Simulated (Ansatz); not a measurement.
# CH2InN: one species, many methods

Aim: compute CH2InN with functionals from several rungs and with coupled cluster, and see how far each lands from CCSD(T) at the basis-set limit for the atomisation energy.

Program: Ansatz 0.2.0, Gaussian basis. Level of theory: functionals in def2-TZVPP, the program's frozen cores in correlated methods. These are calculated values, not measurements.

Levels to be run: LDA (SPW92), PBE-D4, revPBE-D4, BLYP-D4, r2SCAN-D4, B97M-V, PBE0-D4, B3LYP-D4, r2SCANh-D4, r2SCAN0-D4, HSE06-D4, BHLYP-D4, CAM-B3LYP-D4, LC-ωPBE, ωB97X-V, ωB97M-V, B2PLYP, PBE-QIDH; CCSD(T)/def2-SVP; CCSD(T)/def2-TZVPP; MP2/def2-QZVPP; extrapolation to the limit; RPA on PBE.

### Step 1. Structure used throughout

All runs share one geometry, relaxed beforehand with PBE0-D4 in a triple-zeta def2 set. In takes the def2 core potential; no spin-orbit term is included.

5 atoms, charge 0, spin multiplicity 1.

Atoms are counted from 1 here; the program's logs count them from 0.

Bond lengths: N1–C2 1.154 Å, C2–In3 2.136 Å, In3–H4 1.704 Å, In3–H5 1.704 Å. Angles: N1–C2–In3 180.0°, C2–In3–H4 114.4°, C2–In3–H5 114.3°, H4–In3–H5 131.3°.

### Step 2. LDA

This LDA is Slater exchange with PW92 correlation.

Contents of in.yaml:

```yaml
crystal:
  periodic: [false, false, false]
  atoms:
    - {symbol: N, position_ang: [0.144884, -1.912489, 1.591998]}
    - {symbol: C, position_ang: [0.082211, -1.031395, 0.848949]}
    - {symbol: In, position_ang: [-0.033642, 0.599255, -0.526007]}
    - {symbol: H, position_ang: [-1.022762, 0.305970, -1.881895]}
    - {symbol: H, position_ang: [0.879309, 1.965059, -0.074446]}
basis:
  gaussian: {orbitals: def2-TZVPP}
hamiltonian: {xc: lda}
output: {orbitals: {seedname: orbitals}}
```

Further steps of the session: PBE-D4 (GGA); revPBE-D4 (GGA); BLYP-D4 (GGA); r2SCAN-D4 (meta-GGA); B97M-V (meta-GGA); PBE0-D4 (hybrid); B3LYP-D4 (hybrid); r2SCANh-D4 (hybrid); r2SCAN0-D4 (hybrid); HSE06-D4 (hybrid); BHLYP-D4 (hybrid); CAM-B3LYP-D4 (range-separated); LC-ωPBE-D4 (range-separated); ωB97X-V (range-separated); ωB97M-V (range-separated); B2PLYP (double hybrid); PBE-QIDH (double hybrid); CCSD(T) in def2-SVP; CCSD(T) in def2-TZVPP; MP2 in def2-QZVPP; RPA on PBE orbitals.

Before running them: what should the planned runs give, taken together? Wanted: atomisation energy, CCSD(T)/CBS; farthest beyond LDA; mean size of error, GGA; mean size of error, meta-GGA; mean size of error, hybrid; mean size of error, range-separated; mean size of error, double hybrid; gap, smallest and largest; T1 diagnostic.

As calculated:

| quantity | value |
| --- | --- |
| atomisation energy, CCSD(T)/CBS | 1615.7 kJ/mol |
| functionals within 16.2 kJ/mol (1.0 %) | revPBE-D4, BLYP-D4, B97M-V, PBE0-D4, B3LYP-D4, HSE06-D4, CAM-B3LYP-D4, LC-ωPBE, ωB97X-V, ωB97M-V |
| farthest beyond LDA | BHLYP-D4 (-85.4 kJ/mol) |
| mean size of error, GGA | 19.3 kJ/mol |
| mean size of error, meta-GGA | 11.1 kJ/mol |
| mean size of error, hybrid | 37.6 kJ/mol |
| mean size of error, range-separated | 9.7 kJ/mol |
| mean size of error, double hybrid | 21.8 kJ/mol |
| gap, smallest and largest | 4.25 eV (LDA (SPW92)), 11.13 eV (LC-ωPBE) |
| T1 diagnostic | 0.0150 |
| triples share of the correlation energy | 4.0 % |

LDA overbinds by 249.6 kJ/mol (15 %). PBE-D4 misses by +41.2 kJ/mol. Double hybrids carry the basis error of their MP2 part in triple zeta, and no dispersion term here, so their miss is partly the set-up's. The rungs range-separated, meta-GGA miss on average by less than the doubt on the reference (16.2 kJ/mol), so they tie. The reference freezes the cores and leaves out spin-orbit coupling and excitations past (T), and its outer-core shells are covered unevenly, so misses under about 16.2 kJ/mol can't be ranked. All levels share the lack of spin-orbit coupling, which lowers the free heavy atoms and so the true binding. Hartree-Fock recovers 65 % of the binding; the rest is correlation. CCSD(T) in def2-SVP is off by -104.3 kJ/mol, so the small basis spoils what the method gains. The gap grows from 4.2 to 11.1 eV across the functionals, mostly with the share of exact exchange. Correlated methods include outer-core shells of In, which these sets cover unevenly.
